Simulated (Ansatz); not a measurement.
# CH₇NOSi₂: one species, many methods

An exercise on one series of results from a longer session: the logs are not shown, and one member is left open.

Computed with Ansatz 0.2.0, Gaussian basis. Level: functionals in def2-TZVPP, the program's frozen cores in correlated methods.

Plan: PBE-D4, r2SCAN-D4, PBE0-D4, B3LYP-D4, ωB97X-V, ωB97M-V, B2PLYP; CCSD(T)/def2-TZVPP; MP2/def2-QZVPP; extrapolation to the limit.

## The relaxed structure

An earlier PBE0-D4 in a triple-zeta def2 set relaxation fixed the geometry.

12 atoms, charge 0, spin multiplicity 1.

Atoms are counted from 1 here; the program's logs count them from 0.

Bond lengths: C1–N2 1.459 Å, C1–H6 1.095 Å, C1–H7 1.095 Å, C1–H8 1.094 Å, N2–Si3 1.742 Å, N2–Si4 1.739 Å, Si3–H9 1.489 Å, Si3–H10 1.489 Å, Si3–H11 1.483 Å, Si4–O5 1.654 Å, O5–H12 0.961 Å. Angles: N2–C1–H6 111.2°, N2–C1–H7 112.0°, N2–C1–H8 111.3°, H6–C1–H7 107.5°, H6–C1–H8 106.1°, H7–C1–H8 108.4°, C1–N2–Si3 115.5°, C1–N2–Si4 126.1°, Si3–N2–Si4 118.4°, N2–Si3–H9 110.7°, N2–Si3–H10 109.9°, N2–Si3–H11 108.0°, H9–Si3–H10 107.5°, H9–Si3–H11 110.0°, H10–Si3–H11 110.7°, N2–Si4–O5 103.7°, Si4–O5–H12 122.2°.

As a file:

```xyz
12
CH7NOSi2
C    -1.0739    0.2379    0.4051
N     0.2138   -0.1010   -0.1924
Si    1.5191   -0.3548    0.9325
Si    0.5510   -0.2275   -1.8938
O    -0.8765    0.2046   -2.6092
H    -1.1862   -0.2215    1.3923
H    -1.1971    1.3189    0.5289
H    -1.9045   -0.1373   -0.2008
H     1.7695    0.8736    1.7358
H     1.1642   -1.4462    1.8807
H     2.7308   -0.7092    0.1552
H    -1.6334    0.5074   -2.1003
```

The first run:

File in.yaml:

```yaml
crystal:
  periodic: [false, false, false]
  atoms:
    - {symbol: C, position_ang: [-1.073855, 0.237889, 0.405120]}
    - {symbol: N, position_ang: [0.213761, -0.100992, -0.192430]}
    - {symbol: Si, position_ang: [1.519073, -0.354840, 0.932457]}
    - {symbol: Si, position_ang: [0.551005, -0.227511, -1.893761]}
    - {symbol: O, position_ang: [-0.876471, 0.204613, -2.609161]}
    - {symbol: H, position_ang: [-1.186168, -0.221548, 1.392287]}
    - {symbol: H, position_ang: [-1.197090, 1.318898, 0.528866]}
    - {symbol: H, position_ang: [-1.904451, -0.137307, -0.200754]}
    - {symbol: H, position_ang: [1.769538, 0.873572, 1.735847]}
    - {symbol: H, position_ang: [1.164205, -1.446188, 1.880681]}
    - {symbol: H, position_ang: [2.730772, -0.709199, 0.155183]}
    - {symbol: H, position_ang: [-1.633416, 0.507411, -2.100335]}
basis:
  gaussian: {orbitals: def2-TZVPP}
hamiltonian: {xc: pbe, dispersion: d4}
output: {forces: true, orbitals: {seedname: orbitals}}
```

Run with:

```
$ ansatz run in.yaml --threads 4 --pin off --events-out ev --progress --plain --max-ram 10444MiB
```

Steps of the session up to this table: PBE-D4 (GGA); r2SCAN-D4 (meta-GGA); PBE0-D4 (hybrid); B3LYP-D4 (hybrid); ωB97X-V (range-separated); ωB97M-V (range-separated); B2PLYP (double hybrid); CCSD(T) in def2-TZVPP; MP2 in def2-QZVPP.

One table of the session follows, with a row left open; its other results are not shown here.

| method | atomisation energy (kJ/mol) |
| --- | --- |
| PBE-D4 | 4326.3 |
| r2SCAN-D4 | 4265.4 |
| PBE0-D4 | 4249.6 |
| B3LYP-D4 | 4288.6 |
| ωB97X-V | 4303.1 |
| ωB97M-V | ? |
| B2PLYP | 4232.4 |
| HF/def2-TZVPP | 3051.3 |
| MP2/def2-TZVPP | 4213.5 |
| CCSD/def2-TZVPP | 4100.5 |
| CCSD(T)/def2-TZVPP | 4163.6 |
| MP2/CBS | 4340.0 |
| CCSD(T)/CBS | 4290.2 |

**Question.** Estimate the row for ωB97M-V.

The run gave: atomisation energy (kJ/mol): 4306.7. In the column «atomisation energy (kJ/mol)» it lies between ωB97X-V (4303.1) and PBE-D4 (4326.3).

Caveats from the session: Free atoms (1 C, 1 N, 2 Si, 1 O, 7 H) were run apart at each level; the atomisation energy is their sum less the molecule, without zero-point or spin-orbit terms.
